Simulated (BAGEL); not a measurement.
**AlSiNH6O (SMILES O[SiH2][NH][AlH2]) at PBE0/6-31G(d) (density fitting with qzvpp-jkfit, spherical functions)**

Aim: the energy change on altering one bond length of AlSiNH6O at PBE0/6-31G* (density fitting with qzvpp-jkfit, spherical functions), from 2 runs. 

Program for the calculation: BAGEL 1.2.2.

2 further runs of the same task are left out: 2 set aside as unsound or not needed.

## (1) The molecule

AlSiNH6O: 10 atoms, total charge 0, spin state singlet. As SMILES, `O[SiH2][NH][AlH2]`. Geometry: relaxed at PBE0-D4/def2-TZVP. This is one conformer, not always the lowest.

Bond lengths: O1–Si2 1.650 Å, Si2–N3 1.711 Å, N3–Al4 1.785 Å, O1–H5 0.958 Å, Si2–H6 1.486 Å, Si2–H7 1.491 Å, N3–H8 1.013 Å, Al4–H9 1.580 Å, Al4–H10 1.583 Å. Some angles: O1–Si2–N3 109.6°, Si2–N3–Al4 128.8°, O1–Si2–H6 111.3°, O1–Si2–H7 107.7°, N3–Si2–H6 106.5°, N3–Si2–H7 112.1°, Si2–O1–H5 117.1°, Si2–N3–H8 114.7°, Al4–N3–H8 116.5°, N3–Al4–H9 118.3°.

## (2) The energy at PBE0/6-31G(d) (density fitting with qzvpp-jkfit, spherical functions)

dft.json

```json
{ "bagel": [

{
  "title": "molecule",
  "basis": "6-31gs.json",
  "df_basis": "qzvpp-jkfit",
  "angstrom": true,
  "geometry": [
    { "atom": "O", "xyz": [   -1.817400,   -0.693800,   -1.056500 ] },
    { "atom": "Si", "xyz": [   -0.576600,    0.373900,   -0.851600 ] },
    { "atom": "N", "xyz": [    0.693300,   -0.382300,    0.009600 ] },
    { "atom": "Al", "xyz": [    1.233300,   -0.094800,    1.686300 ] },
    { "atom": "H", "xyz": [   -2.399800,   -0.547900,   -1.803100 ] },
    { "atom": "H", "xyz": [   -1.000200,    1.543800,   -0.039500 ] },
    { "atom": "H", "xyz": [   -0.142800,    0.831300,   -2.203200 ] },
    { "atom": "H", "xyz": [    1.159400,   -1.127800,   -0.493000 ] },
    { "atom": "H", "xyz": [    0.508400,    1.030600,    2.525200 ] },
    { "atom": "H", "xyz": [    2.425400,   -0.984200,    2.228700 ] }
  ]
},
{
  "title": "ks",
  "xc_func": "pbe0"
},
{
  "title": "print",
  "file": "orbitals.molden",
  "orbitals": true
}

]}
```

The basis set 6-31G* is read from a file made from the Basis Set Exchange's data (not shown).

On the command line:

```bash
$ BAGEL_NUM_THREADS=1 BAGEL dft.json > dft.out
```

Output:

```text
* using 1 threads per process

  ===============================================================
  ===============================================================

  *** Geometry ***

  { "atom" : "O", "xyz" : [     -3.434388,     -1.311092,     -1.996496 ] },
  { "atom" : "Si", "xyz" : [     -1.089616,      0.706569,     -1.609291 ] },
  { "atom" : "N", "xyz" : [      1.310147,     -0.722442,      0.018141 ] },
  { "atom" : "Al", "xyz" : [      2.330599,     -0.179146,      3.186645 ] },
  { "atom" : "H", "xyz" : [     -4.534965,     -1.035381,     -3.407365 ] },
  { "atom" : "H", "xyz" : [     -1.890104,      2.917359,     -0.074644 ] },
  { "atom" : "H", "xyz" : [     -0.269853,      1.570929,     -4.163445 ] },
  { "atom" : "H", "xyz" : [      2.190948,     -2.131233,     -0.931635 ] },
  { "atom" : "H", "xyz" : [      0.960737,      1.947552,      4.771936 ] },
  { "atom" : "H", "xyz" : [      4.583342,     -1.859868,      4.211633 ] },

  Number of auxiliary basis functions:      518

  Since a DF basis is specified, we compute 2- and 3-index integrals:
    o Being stored without compression. Storage requirement is 0.024 GB

  Number of basis functions:       76
  Number of electrons      :       48

    * METHOD: MOLECULE                             0.23

  *** Kohn-Sham DFT ***

    * Removing 17578 points whose weight is below 1.00e-10
    * Grid points: 131482

  === Nuclear Repulsion ===
   207.7628664182

       - DIIS with orbital gradients will be used.

  === KS iteration (pbe0 / 6-31gs.json) ===
      0       -635.17576212          0.13033566           0.33
      1       -603.47930130          0.11558085           0.31
      2       -524.46666027          0.21464704           0.31
      3       -650.34623664          0.11704878           0.31
      4       -655.44103963          0.08089750           0.31
      5       -658.97285319          0.06630375           0.31
      6       -664.51289684          0.03750382           0.31
      7       -662.10001374          0.06477137           0.31
      8       -665.09738502          0.01073133           0.31
      9       -665.13147592          0.00718287           0.31
     10       -665.15412451          0.00163211           0.31
     11       -665.15541090          0.00026520           0.31
     12       -665.15543724          0.00009197           0.31
     13       -665.15544196          0.00002859           0.31
     14       -665.15544222          0.00001214           0.31
     15       -665.15544228          0.00000150           0.31
     16       -665.15544228          0.00000035           0.31
     17       -665.15544228          0.00000010           0.31
     18       -665.15544228          0.00000005           0.31
     19       -665.15544228          0.00000002           0.31
     20       -665.15544228          0.00000000           0.31
    * SCF iteration converged.

    * Permanent dipole moment:
           (   -0.011224,     0.063000,     0.599808) a.u.

    * METHOD: KS                                   7.15

    * METHOD: PRINT                                0.01

  ===============================================================
```

It took 7.8 s on 1 thread of Arm Neoverse V2, shared host; peak memory 0.49 GiB.

## (3) The distorted shape

dft.json

```json
{ "bagel": [

{
  "title": "molecule",
  "basis": "6-31gs.json",
  "df_basis": "qzvpp-jkfit",
  "angstrom": true,
  "geometry": [
    { "atom": "O", "xyz": [   -1.957252,   -0.470114,   -0.905696 ] },
    { "atom": "Si", "xyz": [   -0.716452,    0.597586,   -0.700796 ] },
    { "atom": "N", "xyz": [    0.553448,   -0.158614,    0.160404 ] },
    { "atom": "Al", "xyz": [    1.093448,    0.128886,    1.837104 ] },
    { "atom": "H", "xyz": [   -2.539652,   -0.324214,   -1.652296 ] },
    { "atom": "H", "xyz": [   -1.140052,    1.767486,    0.111304 ] },
    { "atom": "H", "xyz": [   -0.282652,    1.054986,   -2.052396 ] },
    { "atom": "H", "xyz": [    1.159400,   -1.127800,   -0.493000 ] },
    { "atom": "H", "xyz": [    0.368548,    1.254286,    2.676004 ] },
    { "atom": "H", "xyz": [    2.285548,   -0.760514,    2.379504 ] }
  ]
},
{ "title": "ks", "xc_func": "pbe0" },
{ "title": "print", "file": "orbitals.molden", "orbitals": true }

]}
```

The basis set 6-31G* is read from a file made from the Basis Set Exchange's data (not shown).

On the command line:

```bash
$ BAGEL_NUM_THREADS=1 BAGEL dft.json > dft.out
```

Output:

```text
* using 1 threads per process

  ===============================================================
  ===============================================================

  *** Geometry ***

  { "atom" : "O", "xyz" : [     -3.698670,     -0.888387,     -1.711517 ] },
  { "atom" : "Si", "xyz" : [     -1.353898,      1.129274,     -1.324313 ] },
  { "atom" : "N", "xyz" : [      1.045865,     -0.299737,      0.303120 ] },
  { "atom" : "Al", "xyz" : [      2.066317,      0.243559,      3.471623 ] },
  { "atom" : "H", "xyz" : [     -4.799247,     -0.612676,     -3.122387 ] },
  { "atom" : "H", "xyz" : [     -2.154386,      3.340064,      0.210334 ] },
  { "atom" : "H", "xyz" : [     -0.534135,      1.993635,     -3.878466 ] },
  { "atom" : "H", "xyz" : [      2.190948,     -2.131233,     -0.931635 ] },
  { "atom" : "H", "xyz" : [      0.696455,      2.370257,      5.056915 ] },
  { "atom" : "H", "xyz" : [      4.319060,     -1.437163,      4.496611 ] },

  Number of auxiliary basis functions:      518

  Since a DF basis is specified, we compute 2- and 3-index integrals:
    o Being stored without compression. Storage requirement is 0.024 GB

  Number of basis functions:       76
  Number of electrons      :       48

    * METHOD: MOLECULE                             0.23

  *** Kohn-Sham DFT ***

    * Removing 17254 points whose weight is below 1.00e-10
    * Grid points: 131806

  === Nuclear Repulsion ===
   206.2691796170

       - DIIS with orbital gradients will be used.

  === KS iteration (pbe0 / 6-31gs.json) ===
      0       -634.88273627          0.12815425           0.31
      1       -604.30325462          0.11392381           0.30
      2       -524.06179117          0.21448960           0.30
      3       -649.76280149          0.11791590           0.30
      4       -655.05658625          0.08428379           0.28
      5       -658.58142318          0.07005029           0.29
      6       -662.08466510          0.05308780           0.30
      7       -638.80036645          0.15159313           0.30
      8       -663.67164924          0.05100711           0.30
      9       -664.91672762          0.01993194           0.30
     10       -665.01902038          0.01403460           0.30
     11       -665.10323960          0.00427972           0.30
     12       -665.11334919          0.00143461           0.30
     13       -665.11422359          0.00030412           0.30
     14       -665.11426290          0.00005852           0.30
     15       -665.11426457          0.00001050           0.30
     16       -665.11426461          0.00000517           0.30
     17       -665.11426462          0.00000142           0.30
     18       -665.11426462          0.00000078           0.30
     19       -665.11426462          0.00000021           0.30
     20       -665.11426462          0.00000010           0.29
     21       -665.11426462          0.00000004           0.30
     22       -665.11426462          0.00000001           0.29
    * SCF iteration converged.

    * Permanent dipole moment:
           (   -0.017536,     0.080791,     0.623137) a.u.

    * METHOD: KS                                   7.37

    * METHOD: PRINT                                0.01

  ===============================================================
```

It took 7.8 s on 1 thread of Arm Neoverse V2, shared host; peak memory 0.49 GiB.

## (4) Outcome

Level: PBE0/6-31G* (density fitting with qzvpp-jkfit, spherical functions).

| quantity | value |
| --- | --- |
| first shape: total energy | -665.15544 Eh |
| first shape: dipole moment | 1.53 D |
| first shape: HOMO energy | -7.80 eV |
| first shape: LUMO energy | -0.78 eV |
| first shape: HOMO–LUMO gap | 7.03 eV |
| distorted shape: total energy | -665.11426 Eh |
| distorted shape: dipole moment | 1.60 D |
| distorted shape: HOMO energy | -7.72 eV |
| distorted shape: LUMO energy | -0.74 eV |
| distorted shape: HOMO–LUMO gap | 6.98 eV |
| energy change with the N3–H8 bond stretched from 1.013 to 1.317 Å | 1.121 eV |

**Reading.** With the N3–H8 bond stretched from 1.013 to 1.317 Å the energy rises by 1.12 eV (108 kJ/mol). The first shape isn't relaxed at this level, so the change isn't measured from a minimum.
